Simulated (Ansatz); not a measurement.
# CH₄ClNOSSi: a ladder of functionals and wavefunction methods

How much do the methods differ for CH₄ClNOSSi? The plan is to run it at one geometry with functionals of several rungs and with coupled cluster, and see how far each lands from CCSD(T) at the basis-set limit for the atomisation energy.

Program: Ansatz 0.2.0, Gaussian basis. Level of theory: functionals in def2-TZVPP, the program's frozen cores in correlated methods. These are calculated values, not measurements.

Plan: PBE-D4, r2SCAN-D4, PBE0-D4, B3LYP-D4, ωB97X-V, ωB97M-V, B2PLYP; CCSD(T)/def2-TZVPP; MP2/def2-QZVPP; extrapolation to the limit.

## 1. The geometry

An earlier PBE0-D4 in a triple-zeta def2 set relaxation fixed the geometry.

10 atoms, charge 0, spin multiplicity 1.

Atoms are counted from 1 here; the program's logs count them from 0.

Bond lengths: N1–Si2 1.692 Å, N1–H7 1.008 Å, N1–H8 1.008 Å, Si2–S3 2.121 Å, Si2–Cl4 2.056 Å, Si2–C5 1.923 Å, S3–H9 1.345 Å, C5–O6 1.205 Å, C5–H10 1.116 Å. Angles: Si2–N1–H7 119.7°, Si2–N1–H8 120.1°, H7–N1–H8 112.2°, N1–Si2–S3 110.6°, N1–Si2–Cl4 106.6°, N1–Si2–C5 117.0°, S3–Si2–Cl4 114.1°, S3–Si2–C5 104.2°, Cl4–Si2–C5 104.4°, Si2–S3–H9 93.2°, Si2–C5–O6 121.1°, Si2–C5–H10 119.0°, O6–C5–H10 119.9°.

## 2. PBE-D4 (GGA)

in.yaml

```yaml
crystal:
  periodic: [false, false, false]
  atoms:
    - {symbol: N, position_ang: [1.495223, 0.049313, 0.454902]}
    - {symbol: Si, position_ang: [-0.084759, -0.354960, 0.003026]}
    - {symbol: S, position_ang: [-1.357665, -0.406294, 1.698884]}
    - {symbol: Cl, position_ang: [0.032183, -2.138490, -1.012379]}
    - {symbol: C, position_ang: [-0.973140, 0.834536, -1.218864]}
    - {symbol: O, position_ang: [-0.430983, 1.832444, -1.620375]}
    - {symbol: H, position_ang: [1.657535, 0.855997, 1.036322]}
    - {symbol: H, position_ang: [2.261853, -0.126512, -0.174863]}
    - {symbol: H, position_ang: [-0.513069, -1.180905, 2.402549]}
    - {symbol: H, position_ang: [-2.003978, 0.583670, -1.566302]}
basis:
  gaussian: {orbitals: def2-TZVPP}
hamiltonian: {xc: pbe, dispersion: d4}
output: {forces: true, orbitals: {seedname: orbitals}}
```

Started as:

```bash
$ ansatz run in.yaml --threads 4 --pin off --events-out ev --progress --plain --max-ram 10444MiB
```

Further steps of the session: r2SCAN-D4 (meta-GGA); PBE0-D4 (hybrid); B3LYP-D4 (hybrid); ωB97X-V (range-separated); ωB97M-V (range-separated); B2PLYP (double hybrid); CCSD(T) in def2-TZVPP; MP2 in def2-QZVPP.

**Question.** What will the summary of the whole plan be? Wanted: atomisation energy, CCSD(T)/CBS; farthest; mean size of error, hybrid; mean size of error, range-separated; gap, smallest and largest; T1 diagnostic; triples share of the correlation energy.

**Answer**, as computed:

| quantity | value |
| --- | --- |
| atomisation energy, CCSD(T)/CBS | 879.8 kcal/mol |
| functionals within 4.4 kcal/mol (0.5 %) | r2SCAN-D4, PBE0-D4, B3LYP-D4 |
| farthest | PBE-D4 (+25.2 kcal/mol) |
| mean size of error, hybrid | 1.9 kcal/mol |
| mean size of error, range-separated | 5.8 kcal/mol |
| gap, smallest and largest | 2.69 eV (PBE-D4), 10.02 eV (ωB97X-V) |
| T1 diagnostic | 0.0129 |
| triples share of the correlation energy | 4.3 % |

**Reading.** PBE-D4 misses by +25.2 kcal/mol. Double hybrids carry the basis error of their MP2 part in triple zeta, and no dispersion term here, so their miss is partly the set-up's. Misses under about 4.4 kcal/mol are within the doubt on the reference itself, which lacks core-valence correlation, relativity and higher excitations. Hartree-Fock recovers 68 % of the binding; the rest is correlation. The gap grows from 2.7 to 10.0 eV across the functionals, mostly with the share of exact exchange.
